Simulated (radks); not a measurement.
# Ni inside a hard spherical wall

What does compression do to the levels of Ni? A hard sphere of shrinking radius stands in for pressure; the configuration is held at [Ar] 3d8 4s2.

The numbers are computed with radks (a radial shooting solver on a logarithmic mesh, Libxc functionals) version 1 (scalar-relativistic Kohn-Sham, LDA (Slater exchange, VWN5 correlation), spin-polarised, spherical densities, point nucleus; open shells are filled with parallel spins first), except any that are marked as measured or tabulated.

### Step 1. The atom as given

| Item | Value |
| --- | --- |
| element | nickel (Z = 28) |
| charge | 0 |
| electrons | 28 |
| configuration | [Ar] 3d8 4s2 |

Outer shells as boxes (Hund's rule):

Ni
```
[Ar] core
3d [↑↓][↑↓][↑↓][↑ ][↑ ]
4s [↑↓]
```

### Step 2. The free atom

The run's settings:

```text
Z 28
configuration [Ar] 3d8 4s2 4p0 5s0 4d0
relativity scalar-relativistic
functional lda,vwn5
spin polarised
nucleus point
c 137.035999084
```

### Step 3. Wall at 10 bohr

Input: that of step 2 with these lines changed.

```diff
@@ -6,2 +6,3 @@
 nucleus point
+wall 10 bohr
 c 137.035999084
```

### Step 4. Wall at 7 bohr

Input: that of step 3 with these lines changed.

```diff
@@ -6,3 +6,3 @@
 nucleus point
-wall 10 bohr
+wall 7 bohr
 c 137.035999084
```

### Step 5. Wall at 6 bohr

Input: that of step 4 with these lines changed.

```diff
@@ -6,3 +6,3 @@
 nucleus point
-wall 7 bohr
+wall 6 bohr
 c 137.035999084
```

### Step 6. Wall at 4 bohr

Input: that of step 5 with these lines changed.

```diff
@@ -6,3 +6,3 @@
 nucleus point
-wall 6 bohr
+wall 4 bohr
 c 137.035999084
```

### Step 7. Wall at 3.5 bohr

Input: that of step 6 with these lines changed.

```diff
@@ -6,3 +6,3 @@
 nucleus point
-wall 4 bohr
+wall 3.5 bohr
 c 137.035999084
```

### Step 8. Wall at 2.5 bohr

Input: that of step 7 with these lines changed.

```diff
@@ -6,3 +6,3 @@
 nucleus point
-wall 3.5 bohr
+wall 2.5 bohr
 c 137.035999084
```

### Step 9. Wall at 2 bohr

Input: that of step 8 with these lines changed.

```diff
@@ -6,3 +6,3 @@
 nucleus point
-wall 2.5 bohr
+wall 2 bohr
 c 137.035999084
```

Q: Predict the outcome of this session. Wanted: for each run, R; E − E(free); ε(4s); ε(4p, empty); ε(5s, empty); ε(4d, empty); pressure.

**Answer**, as computed:

```csv
R (bohr),E − E(free) (eV),ε(4s) (eV),"ε(4p, empty) (eV)","ε(5s, empty) (eV)","ε(4d, empty) (eV)",pressure (GPa)
free,0.000,-6.024,-1.393,-0.026,-,0
10,0.004,-6.012,-1.311,1.515,2.599,0.00438
7,0.172,-5.734,-0.634,5.721,5.405,0.373
6,0.589,-5.250,0.256,9.841,7.757,1.73
4,7.455,-0.293,7.528,36.962,21.431,54.1
3.5,14.955,3.994,13.168,55.651,30.220,151
2.5,73.354,30.978,45.519,149.99,72.094,1811
2,195.31,77.856,97.183,282.48,128.33,9046
```

What this shows: Eigenvalues are for spin up. At the tightest wall, 2 bohr, the energy stands 195.31 eV above the free atom and the pressure, −dE/dV, is 9046 GPa. Of the levels in the table that exist at both ends, 5s (empty) rises most from the free atom (282.51 eV). From R = 4 bohr inwards the highest occupied level lies above zero, pushed up by confinement. Shells are not refilled when levels cross, and a hard wall is a model, not a crystal.
